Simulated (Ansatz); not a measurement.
Born–Oppenheimer molecular dynamics of a periodic cell of 16 atoms, WC (start crystal WC, start structure P-6m2, volume 1.05 times the crystal's). It starts from a structure without forces on its atoms.

These are results of DFT PBE, scalar-relativistic, plane waves, PAW (Ansatz), not measurements. Settings: PAW set soft_1, cutoff 420 eV, k mesh 2x2x2, fermi-dirac smearing 0.17 eV, no spin polarisation.

```
ensemble             : NVT, Langevin thermostat
time step            : 1.5 fs
steps asked          : 380
set temperature      : 300 K
friction             : 0.02 /fs
temperature schedule : 380 steps to 2000 K
seed                 : 488026
```

Frames 30 fs apart, positions in Å, forces in eV/Å.

Velocities at 75 fs (Å/ps):

```
W -0.34 -0.37 -1.96
C -2.24 -2.51 8.75
W -1.08 -0.20 0.68
C 7.63 -0.77 2.96
W 0.68 -1.13 -0.52
C 3.84 5.15 5.35
W 0.65 -1.41 -0.38
C 2.71 0.58 -7.30
W -0.06 -1.34 0.31
C -2.40 -8.78 -0.72
W 0.93 1.27 0.00
C 7.08 8.37 3.28
W 1.38 -0.17 -0.07
C -6.45 7.73 -2.50
W 1.38 1.38 -1.56
C -2.44 2.49 1.42
```

```xyz
16
Lattice="-2.9293 -5.0737 0.0000 4.3940 -2.5369 0.0000 0.0000 0.0000 5.7403" Properties=species:S:1:pos:R:3:forces:R:3 time_fs=75 energy_less_start_eV=0.590 T=293
W 0.011 -5.026 -0.049 0.43 -0.73 0.65
C 1.544 -4.150 1.346 -0.73 -1.29 0.85
W -0.008 -5.087 2.846 0.72 0.37 -0.43
C 1.410 -4.147 4.249 0.80 -1.10 0.38
W -1.417 -2.511 -0.041 -0.91 -0.44 0.86
C 0.039 -1.780 1.485 -0.34 1.19 -1.05
W -1.445 -2.546 2.875 -0.59 0.58 -1.39
C -0.004 -1.693 4.275 0.30 0.11 0.23
W 1.500 -2.509 -0.011 -0.24 -0.22 -0.27
C 2.924 -1.674 1.378 0.86 -0.15 0.46
W 1.495 -2.543 2.867 0.04 0.34 -0.56
C 2.935 -1.692 4.302 0.17 0.35 -0.30
W 0.040 -0.027 -0.033 -0.55 0.98 0.84
C -1.450 -4.263 1.404 0.00 0.52 -0.10
W 0.018 -0.031 2.894 -0.28 0.74 -1.62
C -1.482 -4.148 4.206 0.32 -1.28 1.45
16
Lattice="-2.9293 -5.0737 0.0000 4.3940 -2.5369 0.0000 0.0000 0.0000 5.7403" Properties=species:S:1:pos:R:3:forces:R:3 time_fs=105 energy_less_start_eV=0.910 T=272
W 0.004 -5.077 -0.075 1.57 -0.53 2.10
C 1.443 -4.322 1.542 0.48 1.42 -1.35
W -0.025 -5.125 2.829 1.14 1.05 1.09
C 1.583 -4.253 4.327 -1.19 0.13 -0.22
W -1.399 -2.526 -0.021 -1.16 -0.65 0.85
C -0.024 -1.686 1.412 0.76 -0.01 0.92
W -1.433 -2.578 2.857 0.06 0.68 0.37
C 0.086 -1.749 4.417 -0.69 0.83 -1.94
W 1.490 -2.545 -0.023 0.84 -0.75 1.73
C 2.948 -1.689 1.497 -0.44 -0.23 -1.18
W 1.515 -2.505 2.917 -0.82 -1.71 -1.60
C 2.990 -1.731 4.321 -0.26 0.43 0.02
W 0.040 0.002 -0.008 -0.58 -0.21 0.51
C -1.455 -4.187 1.423 -0.06 -0.77 0.25
W 0.008 0.006 2.848 0.62 -0.64 0.41
C -1.428 -4.294 4.404 -0.25 0.95 -1.96
16
Lattice="-2.9293 -5.0737 0.0000 4.3940 -2.5369 0.0000 0.0000 0.0000 5.7403" Properties=species:S:1:pos:R:3:forces:R:3 time_fs=135 energy_less_start_eV=0.942 T=469
W 0.065 -5.141 -0.027 -0.71 1.34 0.32
C 1.546 -4.146 1.405 -0.33 -1.92 0.55
W 0.002 -5.166 2.825 0.75 1.85 0.67
C 1.508 -4.263 4.227 -0.16 -0.03 0.87
W -1.360 -2.542 0.061 -1.22 -0.77 -1.56
C 0.073 -1.719 1.514 -0.55 0.06 -1.32
W -1.431 -2.585 2.887 -0.21 0.15 -0.59
C -0.005 -1.647 4.202 0.38 -1.20 1.65
W 1.530 -2.587 -0.004 -1.12 0.50 -0.15
C 2.946 -1.731 1.395 0.30 0.15 0.11
W 1.528 -2.506 2.900 -0.95 -1.76 -1.02
C 2.900 -1.727 4.311 1.01 0.37 -0.14
W 0.014 -0.039 -0.035 0.33 -0.19 0.66
C -1.542 -4.346 1.385 2.03 1.22 0.29
W 0.035 -0.006 2.872 -0.48 -0.19 -0.54
C -1.478 -4.282 4.294 0.94 0.41 0.20
16
Lattice="-2.9293 -5.0737 0.0000 4.3940 -2.5369 0.0000 0.0000 0.0000 5.7403" Properties=species:S:1:pos:R:3:forces:R:3 time_fs=165 energy_less_start_eV=1.145 T=532
W 0.090 -5.149 0.021 -0.98 0.44 -1.76
C 1.498 -4.312 1.350 0.69 0.66 1.21
W 0.109 -5.152 2.821 -1.29 1.39 1.02
C 1.454 -4.315 4.327 1.69 0.69 -0.69
W -1.337 -2.520 0.032 -1.52 -1.74 -2.11
C 0.070 -1.683 1.351 -0.04 -0.14 1.53
W -1.441 -2.573 2.859 1.72 -0.08 0.14
C 0.172 -1.718 4.275 -1.35 -0.35 -0.55
W 1.504 -2.570 0.025 1.07 -0.51 -1.67
C 2.929 -1.730 1.419 1.27 -0.27 -0.38
W 1.572 -2.567 2.820 -1.53 -0.56 1.16
C 3.025 -1.729 4.231 -0.58 -0.11 0.76
W 0.038 -0.097 -0.107 1.46 2.11 2.53
C -1.337 -4.247 1.355 -1.16 -0.19 0.73
W 0.056 -0.018 2.894 1.37 -0.68 -2.19
C -1.311 -4.211 4.260 -0.82 -0.66 0.26
16
Lattice="-2.9293 -5.0737 0.0000 4.3940 -2.5369 0.0000 0.0000 0.0000 5.7403" Properties=species:S:1:pos:R:3:forces:R:3 time_fs=195 energy_less_start_eV=1.413 T=732
W 0.114 -5.108 -0.003 -0.46 -0.10 1.09
C 1.471 -4.275 1.578 0.89 0.00 -2.15
W 0.144 -5.159 2.919 -1.71 0.38 -0.68
C 1.550 -4.274 4.370 0.34 0.14 -0.54
W -1.353 -2.607 -0.020 -0.86 1.01 0.30
C 0.092 -1.710 1.456 -0.44 -0.09 -0.09
W -1.369 -2.543 2.865 -0.08 -1.25 0.29
C 0.113 -1.786 4.309 -0.07 0.36 -0.41
W 1.493 -2.532 0.046 2.11 -1.89 -1.51
C 3.138 -1.774 1.372 -2.18 1.04 1.21
W 1.585 -2.604 2.805 -0.42 1.14 2.64
C 3.033 -1.745 4.413 -0.26 -0.05 -1.57
W 0.101 -0.055 -0.058 -0.44 -0.36 1.32
C -1.580 -4.164 1.364 2.55 -1.13 1.34
W 0.079 -0.031 2.872 0.91 -0.47 -0.25
C -1.360 -4.358 4.350 0.13 1.27 -1.00
16
Lattice="-2.9293 -5.0737 0.0000 4.3940 -2.5369 0.0000 0.0000 0.0000 5.7403" Properties=species:S:1:pos:R:3:forces:R:3 time_fs=225 energy_less_start_eV=2.095 T=1021
W 0.108 -5.057 -0.093 0.85 -1.05 2.45
C 1.662 -4.185 1.243 -0.72 -1.26 2.86
W 0.232 -5.121 2.959 -1.83 0.38 -2.62
C 1.633 -4.213 4.282 -0.38 -0.02 0.37
W -1.306 -2.611 0.025 -1.13 1.45 -1.05
C 0.044 -1.718 1.421 1.17 0.44 0.28
W -1.339 -2.562 2.871 0.63 0.63 -0.05
C 0.166 -1.687 4.299 -1.10 -0.21 -0.18
W 1.490 -2.519 0.075 3.20 0.08 -2.89
C 3.080 -1.606 1.419 -0.03 -1.22 -0.10
W 1.623 -2.562 2.835 -0.74 -0.02 0.59
C 2.955 -1.825 4.264 1.33 1.39 0.86
W 0.101 -0.021 0.022 0.15 0.65 -1.00
C -1.113 -4.264 1.581 -2.41 0.13 -1.94
W 0.125 -0.063 2.818 0.47 1.17 1.53
C -1.391 -4.119 4.252 0.54 -2.55 0.87
16
Lattice="-2.9293 -5.0737 0.0000 4.3940 -2.5369 0.0000 0.0000 0.0000 5.7403" Properties=species:S:1:pos:R:3:forces:R:3 time_fs=255 energy_less_start_eV=2.390 T=724
W 0.090 -5.069 -0.178 1.55 -0.09 4.67
C 1.721 -4.194 1.595 -1.22 0.00 -2.64
W 0.279 -5.135 2.877 -2.45 1.08 -1.39
C 1.772 -4.319 4.250 -1.68 0.75 1.28
W -1.272 -2.593 0.048 -1.28 1.60 -2.08
C 0.184 -1.620 1.456 -0.78 -1.16 -0.32
W -1.293 -2.593 2.831 0.85 -0.38 1.03
C 0.077 -1.744 4.194 1.53 0.11 1.60
W 1.536 -2.489 0.044 1.91 -1.61 -1.33
C 2.994 -1.622 1.447 0.83 -0.25 -0.82
W 1.674 -2.536 2.888 -0.84 0.00 0.64
C 3.099 -1.692 4.325 -0.31 -1.00 -0.51
W 0.056 -0.007 0.056 0.82 0.02 -2.48
C -1.470 -4.173 1.337 1.87 -1.25 0.85
W 0.185 -0.026 2.832 -0.89 0.28 1.13
C -1.346 -4.432 4.235 0.09 1.89 0.36
16
Lattice="-2.9293 -5.0737 0.0000 4.3940 -2.5369 0.0000 0.0000 0.0000 5.7403" Properties=species:S:1:pos:R:3:forces:R:3 time_fs=285 energy_less_start_eV=2.052 T=1392
W 0.137 -5.157 -0.095 -0.02 2.12 0.38
C 1.500 -4.361 1.319 1.72 1.48 0.46
W 0.181 -5.088 2.803 -0.44 0.64 0.17
C 1.568 -4.118 4.242 1.29 -2.34 0.28
W -1.319 -2.542 -0.025 0.23 0.79 -0.33
C 0.067 -1.597 1.347 1.07 -1.75 0.81
W -1.239 -2.560 2.771 -1.36 1.68 0.84
C 0.284 -1.586 4.340 -1.27 -1.18 -1.77
W 1.666 -2.563 -0.069 -1.63 0.50 2.00
C 3.030 -1.701 1.349 0.35 -0.56 0.92
W 1.632 -2.540 2.941 -0.03 0.72 -4.25
C 3.166 -1.658 4.189 -0.61 -0.36 0.62
W 0.085 -0.041 -0.065 2.52 1.88 0.81
C -1.297 -4.278 1.363 -0.47 0.37 -0.08
W 0.200 0.024 2.818 -0.34 -0.31 -0.17
C -1.162 -3.983 4.271 -1.01 -3.67 -0.71
16
Lattice="-2.9293 -5.0737 0.0000 4.3940 -2.5369 0.0000 0.0000 0.0000 5.7403" Properties=species:S:1:pos:R:3:forces:R:3 time_fs=315 energy_less_start_eV=3.005 T=1235
W 0.160 -5.105 0.021 -0.05 -0.15 -2.94
C 1.745 -4.126 1.403 -0.98 -1.25 -0.16
W 0.074 -5.069 2.750 3.16 -0.52 1.99
C 1.582 -4.241 4.306 -0.89 -0.45 -1.58
W -1.446 -2.484 -0.124 3.92 -3.11 1.42
C 0.325 -1.829 1.406 -1.59 1.83 -1.32
W -1.165 -2.533 2.752 -4.14 -1.18 -0.45
C -0.031 -1.693 4.197 2.77 -0.16 0.74
W 1.750 -2.578 -0.173 -2.64 1.28 3.44
C 3.174 -1.700 1.484 -0.74 -0.11 -1.89
W 1.622 -2.550 2.869 1.46 -0.78 -2.26
C 3.132 -1.761 4.183 -0.18 1.12 0.62
W 0.190 -0.104 -0.132 -0.82 0.78 1.46
C -1.341 -4.309 1.299 0.77 1.29 0.38
W 0.221 0.004 2.737 -1.44 -1.05 1.06
C -1.375 -4.439 4.264 1.41 2.46 -0.52
16
Lattice="-2.9293 -5.0737 0.0000 4.3940 -2.5369 0.0000 0.0000 0.0000 5.7403" Properties=species:S:1:pos:R:3:forces:R:3 time_fs=345 energy_less_start_eV=2.927 T=1204
W 0.202 -5.049 0.003 -1.30 0.54 -2.23
C 1.538 -4.263 1.459 1.30 0.33 -1.18
W 0.060 -5.136 2.800 2.82 1.98 -0.07
C 1.468 -4.287 4.163 1.98 1.43 0.74
W -1.441 -2.519 -0.096 3.39 0.63 0.76
C 0.169 -1.653 1.348 0.55 -0.81 -0.79
W -1.255 -2.502 2.762 -1.35 0.43 0.36
C 0.230 -1.808 4.171 -0.76 2.12 0.30
W 1.735 -2.462 -0.165 -2.32 -2.12 0.66
C 3.130 -1.770 1.289 0.62 0.96 0.61
W 1.665 -2.530 2.688 -0.78 -0.73 1.86
C 3.068 -1.537 4.226 0.65 -2.70 0.07
W 0.274 -0.066 -0.134 -1.72 1.86 -0.05
C -1.144 -4.096 1.457 -2.45 -1.47 -2.09
W 0.204 -0.047 2.735 -0.53 1.76 1.17
C -1.316 -3.965 4.225 -0.09 -4.20 -0.11
16
Lattice="-2.9293 -5.0737 0.0000 4.3940 -2.5369 0.0000 0.0000 0.0000 5.7403" Properties=species:S:1:pos:R:3:forces:R:3 time_fs=375 energy_less_start_eV=3.363 T=1458
W 0.214 -5.045 -0.102 -0.36 0.06 0.58
C 1.748 -4.124 1.170 -1.32 -0.80 0.79
W 0.125 -5.116 2.919 1.87 0.35 -5.33
C 1.706 -4.029 4.193 -1.02 -3.26 -0.06
W -1.250 -2.513 -0.103 -2.21 -1.46 -1.03
C 0.119 -1.825 1.286 0.41 1.93 0.79
W -1.424 -2.560 2.718 2.65 -0.78 0.70
C -0.010 -1.704 4.221 2.11 0.16 -1.22
W 1.614 -2.427 -0.200 0.57 -1.44 1.36
C 3.139 -1.538 1.348 -0.75 -1.84 -0.62
W 1.679 -2.635 2.637 -1.86 2.76 1.46
C 3.081 -1.806 4.125 0.03 1.52 0.82
W 0.181 0.038 -0.138 -1.07 -1.08 0.11
C -1.503 -4.329 1.344 3.25 1.50 0.06
W 0.103 -0.056 2.766 0.78 -0.52 -0.75
C -1.232 -4.444 4.114 -3.09 2.87 2.36
16
Lattice="-2.9293 -5.0737 0.0000 4.3940 -2.5369 0.0000 0.0000 0.0000 5.7403" Properties=species:S:1:pos:R:3:forces:R:3 time_fs=405 energy_less_start_eV=3.842 T=1099
W 0.192 -5.076 -0.128 -1.24 0.94 0.37
C 1.575 -4.365 1.298 0.48 1.54 -0.19
W 0.211 -5.115 2.866 -2.24 1.00 -2.93
C 1.731 -4.398 4.228 -1.17 2.10 -0.08
W -1.100 -2.522 -0.139 -4.02 0.36 -0.04
C 0.121 -1.554 1.372 0.73 -1.81 -1.47
W -1.433 -2.553 2.659 4.40 -1.16 2.34
C 0.293 -1.787 3.992 -1.74 0.98 1.46
W 1.642 -2.424 -0.145 -1.11 -3.04 -0.77
C 2.998 -1.704 1.206 1.30 1.25 1.88
W 1.723 -2.630 2.645 -3.04 1.78 1.79
C 3.044 -1.707 4.203 0.19 0.12 -0.68
W 0.043 0.057 -0.127 3.17 -1.46 -0.01
C -1.192 -4.148 1.329 -1.36 -1.29 -0.18
W 0.030 -0.021 2.725 3.52 0.63 0.87
C -1.496 -4.113 4.328 2.14 -1.95 -2.35
```

Of the whole run (570 fs, mean temperature of the second half 1526 K): The schedule's set-point averaged 1575 K over the second half and the system 1526 K. A run of 0.57 ps of so small a system gives no equilibrium averages. Limits of this set-up: coarse k mesh.

Time of the run: 29 min on 1 thread of Arm Neoverse V2, on a shared host, peak memory 0.5 GiB.
